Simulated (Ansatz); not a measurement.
**C2H3AlFN (SMILES [CH3][Al]([F])[C]#N): B3LYP/6-31G(d) (Cartesian functions)**

Aim: the energy change on altering one bond length of C2H3AlFN at B3LYP/6-31G* (Cartesian functions), from 2 runs. 

The calculation is run with Ansatz 0.2.0.

114 further runs of the same task are left out: 114 set aside as unsound or not needed. Runs told in other sessions of the task aren't counted.

### Step 1. The system as given

C2H3AlFN has 8 atoms, charge 0, and is taken as a singlet. SMILES: `[CH3][Al]([F])[C]#N`. The coordinates come from a PBE0-D4/def2-TZVP relaxation.

Bond lengths: C1–Al2 1.922 Å, Al2–F3 1.642 Å, Al2–C4 1.932 Å, C4–N5 1.154 Å, C1–H6 1.094 Å, C1–H7 1.094 Å, C1–H8 1.092 Å. Angles: C1–Al2–F3 122.9°, C1–Al2–C4 123.0°, F3–Al2–C4 114.1°, Al2–C4–N5 177.1°, Al2–C1–H6 110.8°, Al2–C1–H7 110.8°, Al2–C1–H8 111.7°, H6–C1–H7 106.8°, H6–C1–H8 108.2°, H7–C1–H8 108.2°.

### Step 2. The energy at B3LYP/6-31G(d) (Cartesian functions)

in.yaml

```yaml
crystal:
  periodic: [false, false, false]
  atoms:
    - {symbol: C, position_ang: [-0.796200, -0.780200, 0.685800]}
    - {symbol: Al, position_ang: [0.733700, 0.022200, -0.157100]}
    - {symbol: F, position_ang: [2.249400, -0.595500, -0.030200]}
    - {symbol: C, position_ang: [0.623900, 1.626000, -1.228300]}
    - {symbol: "N", position_ang: [0.500000, 2.584900, -1.857400]}
    - {symbol: H, position_ang: [-0.942000, -1.805200, 0.332600]}
    - {symbol: H, position_ang: [-0.659200, -0.835500, 1.769600]}
    - {symbol: H, position_ang: [-1.709600, -0.216500, 0.485000]}
basis:
  gaussian:
    orbitals: "6-31G*"
hamiltonian:
  xc: {name: B3LYP}
output:
  orbitals: {seedname: orbitals}
accuracy: high
```

Launch:

```bash
$ ansatz run in.yaml --threads 1 --pin off --max-ram 2610MiB --events-out events.jsonl --progress --plain --runs-dir runs
```

Log:

```text
Warning: RAYON_NUM_THREADS=1 ignored (pool sized by the plan → 1); use --threads N
Functional definition: B3LYP
  name "B3LYP"
  parameter a0 = 0.2
  parameter ax = 0.72
  parameter ac = 0.81
  exchange = (1 - a0 - ax)*slater_x + ax*b88_x + a0*exact_x
  correlation = (1 - ac)*vwn_rpa_c + ac*lyp_c
1796 factors; integrals over basis functions are off by at most 8.7e-9 eV
mean field evaluation 1: about -12919.5382 eV, gradient 6.6e1 eV
mean field evaluation 2: about -12906.6119 eV, gradient 1.0e2 eV
mean field evaluation 4: about -12928.7527 eV, gradient 5.8e0 eV
mean field evaluation 8: about -12928.9031 eV, gradient 7.7e-1 eV
mean field evaluation 16: about -12928.9046 eV, gradient 2.8e-5 eV
mean field -12928.90463091 eV, -475.1284816595 hartree, gradient 5.6e-8 eV, S^2 0.000000; 0 other end points of the search recorded, 0 dependent functions left out
reference -12928.90467172 eV, -475.1284831593 hartree; 22, 22 occupied and 63, 63 virtual orbitals, 1796 factors
Total energy: -12928.90467172 eV, -475.1284831593 hartree
```

Run time: 7.5 s. Hardware: 1 thread of Arm Neoverse V2, shared host; peak memory 0.26 GiB.

### Step 3. The distorted shape

in.yaml

```yaml
crystal:
  periodic: [false, false, false]
  atoms:
    - symbol: C
      position_ang: [-0.779731, -1.020749, 0.846466]
    - symbol: Al
      position_ang: [0.750169, -0.218349, 0.003566]
    - symbol: F
      position_ang: [2.265869, -0.836049, 0.130466]
    - symbol: C
      position_ang: [0.623900, 1.626000, -1.228300]
    - symbol: N
      position_ang: [0.500000, 2.584900, -1.857400]
    - symbol: H
      position_ang: [-0.925531, -2.045749, 0.493266]
    - symbol: H
      position_ang: [-0.642731, -1.076049, 1.930266]
    - symbol: H
      position_ang: [-1.693131, -0.457049, 0.645666]
basis:
  gaussian:
    orbitals: "6-31G*"
output: {orbitals: {seedname: orbitals}}
hamiltonian:
  xc: {name: B3LYP}
accuracy: high
```

Launch:

```bash
$ ansatz run in.yaml --threads 1 --pin off --max-ram 2610MiB --events-out events.jsonl --progress --plain --runs-dir runs
```

Log:

```text
Warning: RAYON_NUM_THREADS=1 ignored (pool sized by the plan → 1); use --threads N
[... 7 set-up lines as earlier in the session ...]
1780 factors; integrals over basis functions are off by at most 1.9e-8 eV
mean field evaluation 1: about -12918.1809 eV, gradient 6.9e1 eV
mean field evaluation 2: about -12899.1166 eV, gradient 1.1e2 eV
mean field evaluation 4: about -12928.3076 eV, gradient 6.0e0 eV
mean field evaluation 8: about -12928.4603 eV, gradient 9.2e-1 eV
mean field evaluation 16: about -12928.4624 eV, gradient 3.9e-5 eV
mean field -12928.46239234 eV, -475.1122296919 hartree, gradient 4.7e-8 eV, S^2 0.000000; 0 other end points of the search recorded, 0 dependent functions left out
reference -12928.46243320 eV, -475.1122311936 hartree; 22, 22 occupied and 63, 63 virtual orbitals, 1780 factors
Total energy: -12928.46243320 eV, -475.1122311936 hartree
```

It took 7.5 s on 1 thread of Arm Neoverse V2, shared host; peak memory 0.26 GiB.

### Step 4. Outcome

Level: B3LYP/6-31G* (Cartesian functions).

```
                                                          quantity          value
                                         first shape: total energy  -475.12848 Eh
                                          first shape: HOMO energy       -8.94 eV
                                          first shape: LUMO energy       -1.82 eV
                                        first shape: HOMO–LUMO gap        7.13 eV
                                     distorted shape: total energy  -475.11223 Eh
                                      distorted shape: HOMO energy       -8.83 eV
                                      distorted shape: LUMO energy       -1.79 eV
                                    distorted shape: HOMO–LUMO gap        7.04 eV
energy change with the Al2–C4 bond stretched from 1.932 to 2.221 Å       0.442 eV
```

What this shows: With the Al2–C4 bond stretched from 1.932 to 2.221 Å the energy rises by 0.44 eV (10.2 kcal/mol). The first shape isn't relaxed at this level, so the change isn't measured from a minimum.
